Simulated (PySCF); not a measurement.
# H2OTm (Tm(H2O)2+): the cost of one run

The runs use PySCF 2.14.0; PBE0, Tm lcecp-0-SVP with ECP59, O def2-SVP, H def2-SVP; scalar-relativistic core potentials, no spin–orbit coupling.

1 further run of the same task is left out (for a known fault of the program).

## Step 1: Where the work starts

4 atoms, charge 2, spin multiplicity 1.

Bond lengths: Tm1–O2 2.570 Å, O2–H3 0.970 Å, O2–H4 0.970 Å. Angles: Tm1–O2–H3 127.5°, Tm1–O2–H4 127.5°, H3–O2–H4 105.1°.

As a file:

```xyz
4

Tm    0.00000    0.00000    0.00000
O     0.00000    0.00000    2.57000
H     0.77000    0.00000    3.16000
H    -0.77000    0.00000    3.16000
```

Formal oxidation states: Tm +2. Each metal's 13 4f electrons lie in its core potential, so multiplicities, spins and levels count the valence alone.

## Step 2: SCF at the start, singlet

File run.py (the lines that set the calculation):

```python
mol = gto.M(atom='''
Tm     0.00000     0.00000     0.00000
O      0.00000     0.00000     2.57000
H      0.77000     0.00000     3.16000
H     -0.77000     0.00000     3.16000''',
    basis={'Tm': 'lcecp-0-SVP', 'O': 'def2-SVP', 'H': 'def2-SVP'},
    ecp={'Tm': 'lcecp-0-SVP'},
    charge=2, spin=0)
mf = dft.RKS(mol, xc='PBE0')
mf.grids.atom_grid = (50, 194)  # f atoms: unpruned, at least (60, 302)
mf = mf.density_fit()  # fitting sets: Tm AutoAux, O def2-universal-JKFIT, H def2-universal-JKFIT
mf.conv_tol = 1e-08; mf.max_cycle = 55
mf.kernel(dm0)  # dm0: free metal ions and neutral atoms
```

Started as:

```
$ OMP_NUM_THREADS=2 python run.py
```

**Question.** How long does this run take on 2 threads of Arm Neoverse V2, shared host, and how much memory does it need?

About 1.2 s, with a peak of 0.32 GiB.
